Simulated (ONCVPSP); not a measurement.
**Cs: generating and testing an ONCV potential**

Task: generate the file, and judge it by its errors in other configurations, its logarithmic derivatives, its ghosts and its cutoff.

The numbers are computed with ONCVPSP 4.0.1 (PBE, scalar-relativistic, spin-unpolarised reference atom).

### Step 1. The atom and the settings

The settings as typed:

- element: caesium (Cs, Z = 55)
- type: optimised norm-conserving Vanderbilt (ONCV)
- frozen core: [Kr] 4d10
- valence charge: 9
- reference configuration: 5s2 5p6 6s0.5 6p0.5
- partial waves: 5s+6s: rc 2.65 bohr, ncon 4, nbas 8, qcut 5.2 1/bohr, 2 projectors; 5p+6p: rc 4.00 bohr, ncon 4, nbas 8, qcut 2.7 1/bohr, 2 projectors; d scattering state at 0.47 Ha: rc 3.50 bohr, ncon 3, nbas 6, qcut 3.1 1/bohr, 3 projectors, debl 1.7 Ha; f scattering state at 0.11 Ha: rc 3.10 bohr, ncon 4, nbas 9, qcut 3.7 1/bohr, 2 projectors, debl 1.4 Ha
- local potential: polynomial inside 2.60 bohr (lpopt 5, dvloc0 0 Ha)
- core correction: Teter function, fcfact 3, rcfact 1.1

The nodes and maxima of the atom's own shells, from an earlier all-electron run, set the scale for the radii.

All-electron outer shells of the reference configuration (PBE, scalar-relativistic, ld1.x):

| shell | level (eV) | outermost node (bohr) | outermost maximum (bohr) |
| --- | --- | --- | --- |
| 4d | -74.90 | 0.33 | 0.72 |
| 5s | -27.38 | 0.82 | 1.54 |
| 5p | -14.15 | 0.89 | 1.79 |
| 6s | -2.41 | 2.10 | 4.68 |
| 6p | -1.04 | 2.60 | 6.81 |
| 5d | -0.76 | 1.06 | 3.21 |

### Step 2. Generating the potential

Input file Cs.dat:

```
# ATOM AND REFERENCE CONFIGURATION
# atsym  z   nc   nv     iexc    psfile
  Cs 55.00    9    4        4      upf
#
#   n    l    f
    1    0    2.00
    2    0    2.00
    2    1    6.00
    3    0    2.00
    3    1    6.00
    3    2   10.00
    4    0    2.00
    4    1    6.00
    4    2   10.00
    5    0    2.00
    5    1    6.00
    6    0    0.50
    6    1    0.50
#
# PSEUDOPOTENTIAL AND OPTIMIZATION
# lmax
    3
#
#   l,   rc,      ep,       ncon, nbas, qcut
    0    2.65    0.00    4    8    5.20
    1    4.00    0.00    4    8    2.70
    2    3.50    0.47    3    6    3.10
    3    3.10    0.11    4    9    3.70
#
# LOCAL POTENTIAL
# lloc, lpopt,  rc(5),   dvloc0
    4    5    2.60    0.00
#
# VANDERBILT-KLEINMAN-BYLANDER PROJECTORs
# l, nproj, debl
    0    2    3.20
    1    2    2.20
    2    3    1.70
    3    2    1.40
#
# MODEL CORE CHARGE
# icmod, fcfact, rcfact
    3    3.00    1.10
#
# LOG DERIVATIVE ANALYSIS
# epsh1, epsh2, depsh
   -3.00    5.00    0.02
#
# OUTPUT GRID
# rlmax, drl
    6.00    0.01
#
# TEST CONFIGURATIONS
# ncnf
    4
# nvcnf
#   n    l    f
    4
    5    0    2.00
    5    1    6.00
    6    0    1.00
    6    1    0.00
#
    4
    5    0    2.00
    5    1    6.00
    6    0    0.00
    6    1    0.00
#
    4
    5    0    2.00
    5    1    6.00
    6    0    0.50
    6    1    0.00
#
    4
    5    0    2.00
    5    1    6.00
    6    0    0.00
    6    1    1.00
#
```

On the command line:

```sh
$ oncvpsp.x < Cs.dat > Cs.out
```

What does the calculation give? Wanted: cutoffs for 1 and 0.1 mHa per electron, occupied waves; bound ghosts; GHOST(+) flags; largest test error; largest phase difference near zero energy, channels read; rms error of d²Exc/dn², without and with the model core; projector energies reset by the program.

**Answer**, as computed:

| quantity | value |
| --- | --- |
| cutoffs for 1 and 0.1 mHa per electron, occupied waves | 8.1 Ha and 9.8 Ha |
| bound ghosts | none found |
| GHOST(+) flags | d at 320 eV |
| largest test error (AE − PS) | -1.7 meV, for 5s2 5p6 6s0 6p0 |
| largest phase difference near zero energy, channels read | 0.041 rad |
| rms error of d²Exc/dn², without and with the model core | 2.26 and 1.01 mHa |
| projector energies reset by the program | d: 0.050, 1.750, 3.450 Ha |

What this shows: By total energies transferability is very good: the largest error is 1.7 meV on 3.2 eV, for 5s2 5p6 6s0 6p0. The potential is soft on the atom at that tolerance: the looser tolerance needs 8.1 Ha. At the looser tolerance the 5s wave is the slowest; 6s needs 7 Ha. No bound ghost shows below the valence levels. Of the channels read, f scatters worst near zero energy, by up to 0.04 rad. The program also flags highly localised states, GHOST(+) (d). All of this concerns the isolated atom, not yet a solid.
